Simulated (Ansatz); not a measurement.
**CH4AlCl3O: shape, modes and thermochemistry**

Aim: relax CH4AlCl3O from a cheap starting geometry, check the end point by its vibrations and derive ideal-gas thermochemistry, and look at its orbitals and charge.

Program: Ansatz 0.2.0, Gaussian basis. Level of theory: RKS PBE0-D4/def2-TZVP. These are calculated values, not measurements.

Levels to be run: relaxation at PBE-D4/def2-SVP; relaxation at PBE0-D4/def2-TZVP; harmonic vibrations at the same level; a single point in def2-TZVPP for the fields.

## (1) Starting geometry

SMILES `C[OH+][Al-]([Cl])([Cl])[Cl]`, 10 atoms, charge 0, spin multiplicity 1.

Atoms are counted from 1 here; the program's logs count them from 0.

Bond lengths: C1–O2 1.428 Å, C1–H7 1.065 Å, C1–H8 1.096 Å, C1–H9 1.181 Å, O2–Al3 1.885 Å, O2–H10 0.972 Å, Al3–Cl4 2.129 Å, Al3–Cl5 2.220 Å, Al3–Cl6 2.216 Å. Angles: O2–C1–H7 110.9°, O2–C1–H8 108.5°, O2–C1–H9 107.7°, H7–C1–H8 112.0°, H7–C1–H9 108.6°, H8–C1–H9 109.1°, C1–O2–Al3 112.5°, C1–O2–H10 104.4°, Al3–O2–H10 105.3°, O2–Al3–Cl4 109.2°, O2–Al3–Cl5 107.9°, O2–Al3–Cl6 109.3°, Cl4–Al3–Cl5 109.1°, Cl4–Al3–Cl6 112.2°, Cl5–Al3–Cl6 109.1°.

The start is a force-field geometry with small random shifts, so a cheaper pass at PBE-D4/def2-SVP comes first.

## (2) Geometry optimisation, PBE-D4/def2-SVP (cheap first pass)

File in.yaml:

```yaml
crystal:
  periodic: [false, false, false]
  atoms:
    - {symbol: C, position_ang: [0.465300, -1.080800, 0.846500]}
    - {symbol: O, position_ang: [0.907400, -0.073400, -0.064400]}
    - {symbol: Al, position_ang: [-0.496000, 1.046200, -0.639900]}
    - {symbol: Cl, position_ang: [-1.941800, -0.121500, -1.679200]}
    - {symbol: Cl, position_ang: [0.358700, 2.549100, -2.032200]}
    - {symbol: Cl, position_ang: [-1.365400, 2.090900, 1.110800]}
    - {symbol: H, position_ang: [1.275700, -1.702800, 1.146300]}
    - {symbol: H, position_ang: [-0.336800, -1.654400, 0.368300]}
    - {symbol: H, position_ang: [0.034400, -0.537500, 1.802100]}
    - {symbol: H, position_ang: [1.181600, -0.567100, -0.855300]}
basis:
  gaussian: {orbitals: def2-SVP}
hamiltonian: {xc: pbe, dispersion: d4}
relax: {f_tol: 0.03, max_steps: 200}
```

Run with:

```
$ ansatz run in.yaml --threads 4 --pin off --events-out ev --progress --plain --max-ram 11315MiB
```

Standard output, shortened:

```text
Functional definition: PBE
  name "PBE"
  cite "Perdew, Burke & Ernzerhof, Phys. Rev. Lett. 77, 3865 (1996) doi:10.1103/PhysRevLett.77.3865"
  parent pbe
[...]
1311 factors; their error is unknown
[...]
mean field -47280.95881282 eV, -1737.5431881860 hartree, gradient 3.4e-5 eV, S^2 0.000000; 0 other end points of the search recorded, 0 dependent functions left out
[...]
reference -47280.95885180 eV, -1737.5431896187 hartree; 41, 41 occupied and 79, 79 virtual orbitals, 1311 factors
relax step   1: F+E_penalty+E_count = -47281.26214359 eV  Δ(F+E_penalty+E_count) = +0.000e0 eV  max|allowed force component| = 2.946e0 eV/Å  Δτ_max = 0.0000 Å  (25 SCF iters, accepted)
[...]
relax step   5: F+E_penalty+E_count = -47281.87676045 eV  Δ(F+E_penalty+E_count) = -8.522e-3 eV  max|allowed force component| = 9.827e-2 eV/Å  Δτ_max = 0.0671 Å  (28 SCF iters, accepted)
[...]
relax step   9: F+E_penalty+E_count = -47281.89825958 eV  Δ(F+E_penalty+E_count) = -2.640e-3 eV  max|allowed force component| = 1.559e-1 eV/Å  Δτ_max = 0.0618 Å  (28 SCF iters, accepted)
[...]
relax step  13: F+E_penalty+E_count = -47281.90158134 eV  Δ(F+E_penalty+E_count) = -6.407e-4 eV  max|allowed force component| = 6.036e-2 eV/Å  Δτ_max = 0.0591 Å  (27 SCF iters, accepted)
[...]
relax step  16: F+E_penalty+E_count = -47281.90248509 eV  Δ(F+E_penalty+E_count) = -2.683e-4 eV  max|allowed force component| = 4.022e-2 eV/Å  Δτ_max = 0.0078 Å  (29 SCF iters, accepted)
[...]
relax step  17: F+E_penalty+E_count = -47281.90256036 eV  Δ(F+E_penalty+E_count) = -7.528e-5 eV  max|allowed force component| = 1.299e-2 eV/Å  Δτ_max = 0.0121 Å  (28 SCF iters, accepted)
1311 factors; their error is unknown
mean field -47281.59897209 eV, -1737.5667136055 hartree, gradient 9.3e-6 eV, S^2 0.000000; 1 other end points of the search recorded, 0 dependent functions left out
[...]
reference -47281.59901139 eV, -1737.5667150499 hartree; 41, 41 occupied and 79, 79 virtual orbitals, 1311 factors
Total energy: -47281.90259966 eV, -1737.5778717130 hartree
Atom 0 at     0.422081    -1.191579     0.764893 Å, force    -0.012663     0.007772    -0.009516 eV/Å
Atom 1 at     0.690360     0.045940     0.062335 Å, force     0.011044    -0.005081     0.008770 eV/Å
Atom 2 at    -0.683963     1.239571    -0.640489 Å, force    -0.002563    -0.003191    -0.000742 eV/Å
Atom 3 at    -2.152634    -0.149014    -1.312495 Å, force     0.001713     0.002029     0.001435 eV/Å
Atom 4 at     0.599095     2.060372    -2.138764 Å, force    -0.000308    -0.000997     0.000295 eV/Å
Atom 5 at    -1.220399     2.432927     1.024132 Å, force     0.000473     0.001129     0.000483 eV/Å
Atom 6 at     1.373054    -1.612796     1.141088 Å, force     0.008207     0.012987    -0.009424 eV/Å
Atom 7 at    -0.106919    -1.906121     0.104719 Å, force    -0.003875    -0.009929     0.002581 eV/Å
Atom 8 at    -0.225263    -0.925009     1.619507 Å, force    -0.003311    -0.001164    -0.000012 eV/Å
Atom 9 at     1.387687    -0.045592    -0.621927 Å, force     0.001283    -0.003556     0.006130 eV/Å
Dipole moment:     0.717114    -0.895604     0.366831 e Å
```

Wall time 31 s (4 threads of Arm Neoverse V2, shared host).

Relaxation path: (the energy doesn't fall at every step)

```
step  energy from step 1 (eV)  largest force component (eV/Å)
   1                   0.0000                          2.9463
   2                  -0.5312                          1.0050
   3                  -0.4495                          2.4442
   4                  -0.6061                          0.1844
   5                  -0.6146                          0.0983
   6                  -0.6238                          0.1756
   7                  -0.6279                          0.1014
   8                  -0.6335                          0.1515
   9                  -0.6361                          0.1559
  10                  -0.6373                          0.0872
  11                  -0.6381                          0.0950
  12                  -0.6388                          0.0605
  13                  -0.6394                          0.0604
  14                  -0.6398                          0.0670
  15                  -0.6401                          0.0550
  16                  -0.6403                          0.0402
  17                  -0.6404                          0.0130
```

Distances of close pairs at the start and the end, largest changes first:

```
   bond  before (Å)  after (Å)  change (Å)
Al3–Cl6       2.216      2.117      -0.099
Al3–Cl5       2.220      2.137      -0.083
  C1–H9       1.181      1.105      -0.076
 O2–Al3       1.885      1.951      +0.066
  C1–H7       1.065      1.106      +0.041
  C1–O2       1.428      1.448      +0.020
  C1–H8       1.096      1.107      +0.011
 O2–H10       0.972      0.981      +0.009
```

## (3) Geometry optimisation, PBE0-D4/def2-TZVP

File in.yaml:

```yaml
crystal:
  periodic: [false, false, false]
  atoms:
    - {symbol: C, position_ang: [0.422081, -1.191579, 0.764893]}
    - {symbol: O, position_ang: [0.690360, 0.045940, 0.062335]}
    - {symbol: Al, position_ang: [-0.683963, 1.239571, -0.640489]}
    - {symbol: Cl, position_ang: [-2.152634, -0.149014, -1.312495]}
    - {symbol: Cl, position_ang: [0.599095, 2.060372, -2.138764]}
    - {symbol: Cl, position_ang: [-1.220399, 2.432927, 1.024132]}
    - {symbol: H, position_ang: [1.373054, -1.612796, 1.141088]}
    - {symbol: H, position_ang: [-0.106919, -1.906121, 0.104719]}
    - {symbol: H, position_ang: [-0.225263, -0.925009, 1.619507]}
    - {symbol: H, position_ang: [1.387687, -0.045592, -0.621927]}
basis:
  gaussian: {orbitals: def2-TZVP}
hamiltonian: {xc: pbe0, dispersion: d4}
relax: {f_tol: 0.005, max_steps: 150}
```

Launched as before.

Standard output, shortened:

```text
Functional definition: PBE0
  name "PBE0"
  cite "Adamo & Barone, J. Chem. Phys. 110, 6158 (1999) doi:10.1063/1.478522"
  cite "Perdew, Burke & Ernzerhof, Phys. Rev. Lett. 77, 3865 (1996) doi:10.1103/PhysRevLett.77.3865"
  parent pbe
[...]
1590 factors; their error is unknown
[...]
mean field -47304.59318829 eV, -1738.4117354649 hartree, gradient 6.6e-5 eV, S^2 0.000000; 0 other end points of the search recorded, 0 dependent functions left out
[...]
reference -47304.59322155 eV, -1738.4117366870 hartree; 41, 41 occupied and 193, 193 virtual orbitals, 1590 factors
relax step   1: F+E_penalty+E_count = -47304.85728873 eV  Δ(F+E_penalty+E_count) = +0.000e0 eV  max|allowed force component| = 5.377e-1 eV/Å  Δτ_max = 0.0000 Å  (27 SCF iters, accepted)
[...]
Atom 0 at     0.410675    -1.141486     0.797423 Å, force     0.000015    -0.001424     0.000809 eV/Å
Atom 1 at     0.701486    -0.011073    -0.048757 Å, force     0.000512     0.000876    -0.000354 eV/Å
Atom 2 at    -0.643288     1.204609    -0.658440 Å, force    -0.000306    -0.001603     0.001213 eV/Å
Atom 3 at    -2.116233    -0.101383    -1.419052 Å, force    -0.001892     0.000033    -0.000750 eV/Å
Atom 4 at     0.538384     2.201652    -2.092337 Å, force    -0.000434     0.001144     0.000761 eV/Å
Atom 5 at    -1.168670     2.206730     1.112088 Å, force     0.000332     0.001124    -0.001520 eV/Å
Atom 6 at     1.342501    -1.508515     1.224433 Å, force    -0.001551     0.000451    -0.000870 eV/Å
Atom 7 at    -0.101106    -1.915075     0.225895 Å, force     0.000747     0.001255     0.000714 eV/Å
Atom 8 at    -0.237542    -0.768342     1.586901 Å, force     0.000704    -0.000807    -0.000218 eV/Å
Atom 9 at     1.356892    -0.218418    -0.725155 Å, force     0.001872    -0.001050     0.000215 eV/Å
Dipole moment:     0.753375    -0.951625     0.365571 e Å
```

It took 82 s on 4 threads of Arm Neoverse V2, shared host; peak memory 0.83 GiB.

Step by step:

```
step  energy from step 1 (eV)  largest force component (eV/Å)
   1                   0.0000                          0.5377
   2                  -0.0387                          0.2314
   3                  -0.0444                          0.0708
   4                  -0.0458                          0.2097
   5                  -0.0485                          0.1208
   6                  -0.0501                          0.0711
   7                  -0.0512                          0.0139
   8                  -0.0513                          0.0031
   9                  -0.0513                          0.0058
  10                  -0.0513                          0.0040
  11                  -0.0513                          0.0052
  12                  -0.0513                          0.0019
```

The force was under the threshold of 0.005 eV/Å already at step 8, but the program went on to step 12.

Distances of close pairs at the start and the end, largest changes first:

```
   bond  before (Å)  after (Å)  change (Å)
 O2–Al3       1.951      1.913      -0.039
Al3–Cl5       2.137      2.109      -0.028
Al3–Cl4       2.130      2.110      -0.020
  C1–H8       1.107      1.089      -0.018
  C1–H7       1.106      1.089      -0.017
  C1–H9       1.105      1.088      -0.017
 O2–H10       0.981      0.964      -0.017
Al3–Cl6       2.117      2.101      -0.016
```

Mulliken charges at the end point, from the run's report:

```
atom  value (e)
  C1      -0.24
  O2      -0.27
 Al3       0.50
 Cl4      -0.29
 Cl5      -0.29
 Cl6      -0.28
  H7       0.15
  H8       0.17
  H9       0.17
 H10       0.36
```

## (4) Vibrations by finite differences

File in.yaml:

```yaml
crystal:
  periodic: [false, false, false]
  atoms:
    - {symbol: C, position_ang: [0.410675, -1.141486, 0.797423]}
    - {symbol: O, position_ang: [0.701486, -0.011073, -0.048757]}
    - {symbol: Al, position_ang: [-0.643288, 1.204609, -0.658440]}
    - {symbol: Cl, position_ang: [-2.116233, -0.101383, -1.419052]}
    - {symbol: Cl, position_ang: [0.538384, 2.201652, -2.092337]}
    - {symbol: Cl, position_ang: [-1.168670, 2.206730, 1.112088]}
    - {symbol: H, position_ang: [1.342501, -1.508515, 1.224433]}
    - {symbol: H, position_ang: [-0.101106, -1.915075, 0.225895]}
    - {symbol: H, position_ang: [-0.237542, -0.768342, 1.586901]}
    - {symbol: H, position_ang: [1.356892, -0.218418, -0.725155]}
basis:
  gaussian: {orbitals: def2-TZVP}
hamiltonian: {xc: pbe0, dispersion: d4}
phonons: {temperatures: {t_min: 298.15, t_max: 900, t_step: 200}}
```

The command is unchanged.

Standard output, shortened:

```text
Functional definition: PBE0
  name "PBE0"
  cite "Adamo & Barone, J. Chem. Phys. 110, 6158 (1999) doi:10.1063/1.478522"
  cite "Perdew, Burke & Ernzerhof, Phys. Rev. Lett. 77, 3865 (1996) doi:10.1103/PhysRevLett.77.3865"
  parent pbe
[...]
1590 factors; their error is unknown
[...]
mean field -47304.63987812 eV, -1738.4134512843 hartree, gradient 6.9e-5 eV, S^2 0.000000; 0 other end points of the search recorded, 0 dependent functions left out
[...]
reference -47304.63991107 eV, -1738.4134524954 hartree; 41, 41 occupied and 193, 193 virtual orbitals, 1590 factors
[...]
1590 factors; their error is unknown
mean field -47304.63970918 eV, -1738.4134450759 hartree, gradient 1.0e-6 eV, S^2 0.000000; 0 other end points of the search recorded, 0 dependent functions left out
[...]
reference -47304.63974213 eV, -1738.4134462870 hartree; 41, 41 occupied and 193, 193 virtual orbitals, 1590 factors
[...]
Atom 2 at    -0.643288     1.204609    -0.658440 Å, force    -0.000489    -0.001424     0.001052 eV/Å
Atom 3 at    -2.116233    -0.101383    -1.419052 Å, force    -0.001947     0.000003    -0.000780 eV/Å
Atom 4 at     0.538384     2.201652    -2.092337 Å, force    -0.000412     0.001097     0.000756 eV/Å
Atom 5 at    -1.168670     2.206730     1.112088 Å, force     0.000463     0.001015    -0.001459 eV/Å
Atom 6 at     1.342501    -1.508515     1.224433 Å, force    -0.001527     0.000478    -0.000927 eV/Å
Atom 7 at    -0.101106    -1.915075     0.225895 Å, force     0.000778     0.001221     0.000736 eV/Å
Atom 8 at    -0.237542    -0.768342     1.586901 Å, force     0.000603    -0.000826    -0.000258 eV/Å
Atom 9 at     1.356892    -0.218418    -0.725155 Å, force     0.001834    -0.000992     0.000246 eV/Å
Dipole moment:     0.753367    -0.951620     0.365570 e Å
Vibrations: 52.15 90.26 119.86 128.63 138.15 179.91 201.59 260.64 376.50 430.63 492.30 566.96 591.88 1027.95 1105.97 1182.77 1359.42 1474.96 1490.35 1496.80 3080.08 3176.39 3191.84 3824.45 cm⁻¹, zero-point energy 1.614302 eV
```

Run time: 4.9 min. Hardware: 4 threads of Arm Neoverse V2, shared host; peak memory 0.83 GiB.

Motions are named by where the mode's potential energy lies. The modes, unscaled (a negative number is an imaginary wavenumber):

```
mode  cm⁻¹                     motion
   1    52                    torsion
   2    90                       bend
   3   120                    torsion
   4   129          bend with torsion
   5   138          bend with torsion
   6   180                       bend
   7   202          bend with torsion
   8   261                       bend
   9   377              Al–Cl stretch
  10   431  Al–O stretch with torsion
  11   492  Al–O stretch with torsion
  12   567              Al–Cl stretch
  13   592              Al–Cl stretch
  14  1028                C–O stretch
  15  1106                       bend
  16  1183                       bend
  17  1359                       bend
  18  1475                       bend
  19  1490                       bend
  20  1497                       bend
  21  3080                C–H stretch
  22  3176                C–H stretch
  23  3192                C–H stretch
  24  3824                O–H stretch
```

From these modes and the moments of inertia (298.15 K, 1 bar, symmetry number 1):

```
                term            value
   zero-point energy    37.2 kcal/mol
          H(298) − E    43.7 kcal/mol
entropy, translation  172.6 J/(mol K)
   entropy, rotation  124.5 J/(mol K)
  entropy, vibration  113.8 J/(mol K)
      entropy, total  410.9 J/(mol K)
```

## (5) Orbitals, density and potential

in.yaml, as its differences from that of step 4:

```diff
@@ -14,4 +14,4 @@
 basis:
-  gaussian: {orbitals: def2-TZVP}
+  gaussian: {orbitals: def2-TZVPP}
 hamiltonian: {xc: pbe0, dispersion: d4}
-phonons: {temperatures: {t_min: 298.15, t_max: 900, t_step: 200}}
+output: {orbitals: {seedname: orbitals}}
```

Same command.

Standard output:

```text
Functional definition: PBE0
  name "PBE0"
  cite "Adamo & Barone, J. Chem. Phys. 110, 6158 (1999) doi:10.1063/1.478522"
  cite "Perdew, Burke & Ernzerhof, Phys. Rev. Lett. 77, 3865 (1996) doi:10.1103/PhysRevLett.77.3865"
  parent pbe
  parameter a = 0.25
  parameter kappa = 0.804
  parameter beta = 0.06672455060314922
  exchange = (1 - a)*pbe_x(kappa = kappa, mu = beta*pi^2/3) + a*exact_x
  correlation = pbe_c(beta = beta)
1842 factors; their error is unknown
mean field evaluation 1: about -47300.5956 eV, gradient 4.6e1 eV
mean field evaluation 2: about -47299.6542 eV, gradient 5.3e1 eV
mean field evaluation 4: about -47304.6007 eV, gradient 1.9e0 eV
mean field evaluation 8: about -47304.6074 eV, gradient 4.0e-2 eV
mean field evaluation 16: about -47304.7135 eV, gradient 3.6e-5 eV
mean field -47304.71354501 eV, -1738.4161584926 hartree, gradient 3.6e-5 eV, S^2 0.000000; 0 other end points of the search recorded, 0 dependent functions left out
reference -47304.71357816 eV, -1738.4161597110 hartree; 41, 41 occupied and 245, 245 virtual orbitals, 1842 factors
Total energy: -47304.98233685 eV, -1738.4260364105 hartree
```

Wall time 6.5 s (4 threads of Arm Neoverse V2, shared host); peak memory 1.1 GiB.

The fields below are evaluated on a grid from the run's orbitals.

Frontier orbitals at PBE0-D4/def2-TZVPP, with the share of their density that lies nearest to each atom:

```
orbital  energy (eV)                             lies on
 HOMO-1        -8.88        Cl4 47 %; Cl6 37 %; Cl5 11 %
   HOMO        -8.55  Cl4, Cl6 about 37 % each; Cl5 26 %
   LUMO        -0.46           H10 48 %; O2 11 %; H7 9 %
```

ELF in a plane through or near 6 of the atoms.

Ten even steps from '0' (0.00) to '9' (1.00):
```
0000000000000000000000000000
0000000000000000000000000000
0000000000000000000110000000
0000000000000000013444310000
0000000000002300047888752000
0000000000037840058856875100
0000014631038981058553586200
0000068985137872048632786200
0000289999456365226878875200
0000279998378386121377653100
0000024565343441174111100000
0000000168995000121110000000
0000000289997004556641000000
0000000289994015677752100000
0000000168830025677753100000
0000000001100025677652100000
0000000000000013454421000000
0000000000000001122100000000
0000000000000000000000000000
0000000000000000000000000000
```
The map spans 10.6 Å across and 8.8 Å up, centred on the molecule. Atoms in the plane (x, y in Å): C1 (-1.4, -0.1), O2 (-0.2, 0.6), Cl5 (2.7, 1.5), H7 (-2.2, 0.5), H9 (-1.4, -1.1), H10 (-0.2, 1.5).

log10 of the density (e/Å³) in the same plane.

Ten even steps from '0' (-4.0) to '9' (1.6):
```
0000000000000000000000000000
0000000000000000011121110000
0000000000000001122333321000
0000000000011112234444432110
0000000111233433345666654320
0000012222345554456777764321
0000123344456765556799765331
0001234555567776566798765331
0001245666677986656777654321
0001245677777886676666554320
0001234567776666698654432210
0000133567766555676654332100
0000123456765445666654321000
0000012345654445666654321000
0000001234443345666654321000
0000000122322345555543321000
0000000000111233444433210000
0000000000000123333322100000
0000000000000011222211000000
0000000000000000011000000000
```
The map spans 10.6 Å across and 8.8 Å up, centred on the molecule. Atoms in the plane (x, y in Å): C1 (-1.4, -0.1), O2 (-0.2, 0.6), Cl5 (2.7, 1.5), H7 (-2.2, 0.5), H9 (-1.4, -1.1), H10 (-0.2, 1.5).

On the surface of density 0.002 e/bohr³ the electrostatic potential runs, from the 1st to the 99th percentile, from -0.80 V near Cl4 to 3.49 V near H10.

## (6) What came out

| quantity | value |
| --- | --- |
| point group | C1 |
| steps | 17 + 12 |
| shift from the start (rms) | 0.307 Å |
| total energy | -47304.9087 eV |
| dispersion term | -269 meV |
| dipole moment | 6.09 D |
| lowest, highest wavenumber | 52, 3824 cm⁻¹ |
| zero-point energy | 37.2 kcal/mol |
| entropy at 298.15 K | 410.9 J/(mol K) |
| HOMO, LUMO | -8.55, -0.46 eV |

The atoms moved 0.31 Å (rms) from the start; the bond that changed most is Al3–Cl6, from 2.216 to 2.101 Å. All wavenumbers are real, so the end point is a minimum. The stiffest mode, 3824 cm⁻¹, is an O–H stretch, and 6 modes under 200 cm⁻¹ make the vibrational entropy uncertain. Harmonic hybrid wavenumbers usually lie a few per cent above measured fundamentals. The largest Mulliken charge, +0.50 e, sits on Al3. The HOMO lies mostly on Cl4, Cl6 about 37 % each; Cl5 26 % and the LUMO on H10 48 %; O2 11 %.
